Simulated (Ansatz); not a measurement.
**CH5FSSn: up Jacob's ladder to CCSD(T)**

Aim: compute CH5FSSn with functionals from several rungs and with coupled cluster. The yardstick is the atomisation energy at the CCSD(T) limit.

Method: functionals in def2-TZVPP, the program's frozen cores in correlated methods; program: Ansatz 0.2.0, Gaussian basis.

Levels to be run: PBE-D4, r2SCAN-D4, PBE0-D4, B3LYP-D4, ωB97X-V, ωB97M-V, B2PLYP; CCSD(T)/def2-TZVPP; CCSD(T)/def2-QZVPP; extrapolation to the limit.

## Step 1: The relaxed structure

All runs share one geometry, relaxed beforehand with PBE0-D4 in a triple-zeta def2 set. Sn takes the def2 core potential; no spin-orbit term is included.

SMILES `FC[S][SnH3]`, 9 atoms, charge 0, spin multiplicity 1.

Atoms are counted from 1 here; the program's logs count them from 0.

Bond lengths: F1–C2 1.378 Å, C2–S3 1.798 Å, C2–H5 1.092 Å, C2–H6 1.092 Å, S3–Sn4 2.411 Å, Sn4–H7 1.703 Å, Sn4–H8 1.702 Å, Sn4–H9 1.706 Å. Angles: F1–C2–S3 112.7°, F1–C2–H5 108.4°, F1–C2–H6 107.6°, S3–C2–H5 106.6°, S3–C2–H6 111.3°, H5–C2–H6 110.2°, C2–S3–Sn4 98.5°, S3–Sn4–H7 106.0°, S3–Sn4–H8 110.5°, S3–Sn4–H9 106.0°, H7–Sn4–H8 110.9°, H7–Sn4–H9 112.1°, H8–Sn4–H9 111.1°.

Geometry (Å):

```xyz
9
charge 0, multiplicity 1
F    -1.5512    1.2212    0.5998
C    -0.2090    1.5206    0.5143
S     0.8358    0.2084    1.1614
Sn    0.3023   -1.5018   -0.4522
H    -0.0134    2.4051    1.1242
H     0.0178    1.7272   -0.5335
H     1.6128   -2.5885   -0.4332
H    -1.1464   -2.2887   -0.0283
H     0.1513   -0.7036   -1.9525
```

## Step 2: PBE-D4 (GGA)

Input file in.yaml:

```yaml
crystal:
  periodic: [false, false, false]
  atoms:
    - {symbol: F, position_ang: [-1.551242, 1.221243, 0.599797]}
    - {symbol: C, position_ang: [-0.208957, 1.520634, 0.514341]}
    - {symbol: S, position_ang: [0.835752, 0.208365, 1.161404]}
    - {symbol: Sn, position_ang: [0.302304, -1.501773, -0.452160]}
    - {symbol: H, position_ang: [-0.013366, 2.405087, 1.124163]}
    - {symbol: H, position_ang: [0.017758, 1.727162, -0.533507]}
    - {symbol: H, position_ang: [1.612831, -2.588466, -0.433238]}
    - {symbol: H, position_ang: [-1.146385, -2.288707, -0.028270]}
    - {symbol: H, position_ang: [0.151315, -0.703555, -1.952519]}
basis:
  gaussian: {orbitals: def2-TZVPP}
hamiltonian: {xc: pbe, dispersion: d4}
output: {forces: true, orbitals: {seedname: orbitals}}
```

On the command line:

```bash
$ ansatz run in.yaml --threads 2 --pin off --events-out ev --progress --plain --max-ram 22528MiB --backend cpu
```

The runs that follow: r2SCAN-D4 (meta-GGA); PBE0-D4 (hybrid); B3LYP-D4 (hybrid); ωB97X-V (range-separated); ωB97M-V (range-separated); B2PLYP (double hybrid); CCSD(T) in def2-TZVPP; CCSD(T) in def2-QZVPP.

Before running them: what should the planned runs give, taken together? Wanted: atomisation energy, CCSD(T)/CBS; farthest; mean size of error, hybrid; mean size of error, range-separated; gap, smallest and largest; T1 diagnostic; triples share of the correlation energy.

**Answer**, as computed:

| quantity | value |
| --- | --- |
| atomisation energy, CCSD(T)/CBS | 28.020 eV |
| functionals within 0.280 eV (1.0 %) | PBE-D4, r2SCAN-D4, PBE0-D4, ωB97X-V, ωB97M-V |
| farthest | B2PLYP (-0.672 eV) |
| mean size of error, hybrid | 0.279 eV |
| mean size of error, range-separated | 0.087 eV |
| gap, smallest and largest | 4.62 eV (PBE-D4), 10.88 eV (ωB97X-V) |
| T1 diagnostic | 0.0128 |
| triples share of the correlation energy | 3.4 % |

PBE-D4 is off by +0.264 eV. Double hybrids carry the basis error of their MP2 part in triple zeta, and no dispersion term here, so their miss is partly the set-up's. Misses under about 0.280 eV are within the doubt on the reference itself, which lacks core-valence correlation, spin-orbit coupling and higher excitations, and its outer-core shells are covered unevenly. All levels share the lack of spin-orbit coupling, which lowers the free heavy atoms and so the true binding. Hartree-Fock recovers 70 % of the binding; the rest is correlation. The gap grows from 4.6 to 10.9 eV across the functionals, mostly with the share of exact exchange. Correlated methods include outer-core shells of Sn, which these sets cover unevenly.
